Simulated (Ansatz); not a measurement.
# Two attempts at InI (indium iodide (ini))

Wanted: the energy of InI (indium iodide (ini)), UCCSD(T)/STO-3G.

The calculation is run with Ansatz 0.2.0.

48 further runs of the same task are left out: 15 that didn't finish, 33 set aside as unsound or not needed.

## 1. Starting point

The species is InI (2 atoms), meant as a singlet with charge 0. SMILES: `[In][I]`. The I2–In1 distance was set to 6.973 Å, away from the relaxed value.

## 2. The input as first written

Input file in.yaml:

```yaml
crystal:
  periodic: [false, false, false]
  atoms:
    - {symbol: In, position_ang: [0.000000, 0.000000, -4.183790]}
    - {symbol: I, position_ang: [0.000000, 0.000000, 2.789210]}
basis:
  gaussian:
    orbitals: STO-3G
correlation:
  method: ccsd_t
  frozen_orbitals: {I: 18, In: 18}
accuracy: high
scf:
  omitted_lower_state_checks: [cluster_reference, increment]
```

Command:

```console
$ ansatz run in.yaml --threads 1 --pin off --max-ram 2610MiB --events-out events.jsonl --progress --plain --runs-dir runs
```

Log:

```text
Warning: RAYON_NUM_THREADS=1 ignored (pool sized by the plan → 1); use --threads N
[... 16 lines left out ...]
36 core orbitals not correlated: weight in the atoms' cores, before any rotation towards them, 1.000 or more for the frozen orbitals, at most 0.000 for the correlated occupied ones
[... 144 lines left out ...]
Error: the amplitudes are taken to belong to another state. The largest doubles amplitude is 3.80, so the reference determinant is not the leading one
```

Run time: 9 s. Hardware: 1 thread of Arm Neoverse V1, shared host; peak memory 0.15 GiB.

## 3. Diagnosis

No converged result was reached.

The log says `Error: the amplitudes are taken to belong to another state. The largest doubles amplitude is 3.80, so the reference determinant is not the leading one`. Among its listed settings the sound run differs in this, and the input shows the rest: reference UHF in place of RHF. The next try takes another reference, UHF in place of RHF: a different method, not a cure for the first.

## 4. Second attempt

Input file input.yaml:

```yaml
crystal:
  periodic: [false, false, false]
  atoms:
    - {symbol: In, position_ang: [0.000000, 0.000000, -4.183790]}
    - {symbol: I, position_ang: [0.000000, 0.000000, 2.789210]}
basis:
  gaussian:
    orbitals: STO-3G
magnetization:
  spin_polarized: true
correlation:
  method: ccsd_t
  frozen_orbitals: {I: 18, In: 18}
accuracy: high
scf:
  omitted_lower_state_checks: [cluster_reference, increment]
```

Command:

```console
$ ansatz run input.yaml --threads 1 --pin off --max-ram 2610MiB --events-out events.jsonl --progress --plain --runs-dir runs
```

Log, cut to the lines that bear on the results:

```text
Warning: RAYON_NUM_THREADS=1 ignored (pool sized by the plan → 1); use --threads N
Functional definition: HF
  name "HF"
[...]
752 factors; integrals over basis functions are off by at most 4.2e-9 eV
[...]
mean field -341052.65103149 eV, -12533.4537516174 hartree, gradient 2.0e-9 eV, S^2 1.000001; 19 other end points of the search recorded, 0 dependent functions left out
36 core orbitals not correlated: weight in the atoms' cores, before any rotation towards them, 1.000 or more for the frozen orbitals, at most 0.000 for the correlated occupied ones
reference -341052.65103149 eV, -12533.4537516174 hartree; 15, 15 occupied and 3, 3 virtual orbitals, 752 factors
second order -0.39957717 eV of doubles, -0.00000000 eV of singles
cycle   1  -0.58179178 eV  change   -1.8e-1 eV  update   5.8e-2
[...]
cycle  38  -0.72176865 eV  change   5.5e-10 eV  update   3.6e-9
perturbative correction -0.00007997 eV, -0.0000029389 hartree
Total energy: -341053.37288011 eV, -12533.4802790648 hartree
Checks for a lower state left out: cluster_reference, increment
```

It took 25 s on 1 thread of Arm Neoverse V1, shared host; peak memory 0.35 GiB.

## 5. Outcome

Level: UCCSD(T)/STO-3G.

```
                                    quantity            value
                                total energy  -12533.48028 Eh
correlation energy (36 core orbitals frozen)        -26.5 mEh
                              (T) correction         0.00 mEh
           ⟨S²⟩ of the reference determinant            1.000
                               T1 diagnostic            0.000
```

**Reading.** ⟨S²⟩ is 1.00 where a pure singlet has 0.00: the reference is spin-contaminated. The triples make up 0.0 % of the correlation energy. Relativity is left out although the molecule holds a heavy atom.
